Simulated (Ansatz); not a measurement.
# Al12HC: the cost of one run

All numbers below are computed with Ansatz 0.2.0 (DFT PBE, plane waves, PAW, scalar-relativistic, no spin polarisation).

### Step 1. The system as given

The cell holds 14 atoms (CHAl12): a = 5.728 Å, b = 5.728 Å, c = 17.677 Å, α = 90.00°, β = 90.00°, γ = 60.00°.

Structure file:

```
CELL_PARAMETERS angstrom
5.72757 0.00000 0.00000
2.86378 4.96022 0.00000
0.00000 0.00000 17.67654
ATOMIC_POSITIONS crystal
Al 0.16667 0.16667 0.05657
Al 0.66667 0.16667 0.05657
Al 0.16667 0.66667 0.05657
Al 0.66667 0.66667 0.05657
Al 0.83333 0.33333 0.18885
Al 0.33333 0.33333 0.18885
Al 0.83333 0.83333 0.18885
Al 0.33333 0.83333 0.18885
Al 0.00000 0.00000 0.32113
Al 0.50000 0.00000 0.32113
Al 0.00000 0.50000 0.32113
Al 0.50000 0.50000 0.32113
C 0.73843 0.75025 0.40373
H 0.72883 0.75773 0.46596
```

### Step 2. Relaxing end A

input.yaml

```yaml
crystal:
  lattice:
    - [5.727565, 0.0, 0.0]
    - [2.863782, 4.960217, 0.0]
    - [0.0, 0.0, 17.676537]
  atoms:
    - { symbol: Al, position: [0.1666667, 0.1666667, 0.0565722] }
    - { symbol: Al, position: [0.6666667, 0.1666667, 0.0565722] }
    - { symbol: Al, position: [0.1666667, 0.6666667, 0.0565722] }
    - { symbol: Al, position: [0.6666667, 0.6666667, 0.0565722] }
    - { symbol: Al, position: [-0.1666667, 0.3333333, 0.1888531] }
    - { symbol: Al, position: [0.3333333, 0.3333333, 0.1888531] }
    - { symbol: Al, position: [-0.1666667, 0.8333333, 0.1888531] }
    - { symbol: Al, position: [0.3333333, 0.8333333, 0.1888531] }
    - { symbol: Al, position: [0.0, 0.0, 0.321134] }
    - { symbol: Al, position: [0.5, 0.0, 0.321134] }
    - { symbol: Al, position: [0.0, 0.5, 0.321134] }
    - { symbol: Al, position: [0.5, 0.5, 0.321134] }
    - { symbol: C, position: [0.7384281, 0.750253, 0.4037294] }
    - { symbol: H, position: [0.7288348, 0.75773, 0.4659588] }
basis:
  ecutwfc: 420.0
kpoints:
  mp_grid: { grid: [3, 3, 1] }
hamiltonian:
  xc: pbe
scf:
  occupations: { method: fermi_dirac, width: 0.15 }
  lower_state_search: "off"
relax:
  f_tol: 0.03
  max_steps: 60
  adjacent_minimum: "off"
  constraints: [{ sites: [0, 1, 2, 3] }]
```

Launch:

```
ansatz run input.yaml --threads 1 --pin off --max-ram 3072MiB --backend cpu --events-out ev --progress --plain --runs-dir out
```

Q: Estimate wall time and peak memory on 1 thread of Arm Neoverse V1, shared host.

About 56 s, with a peak of 0.53 GiB.
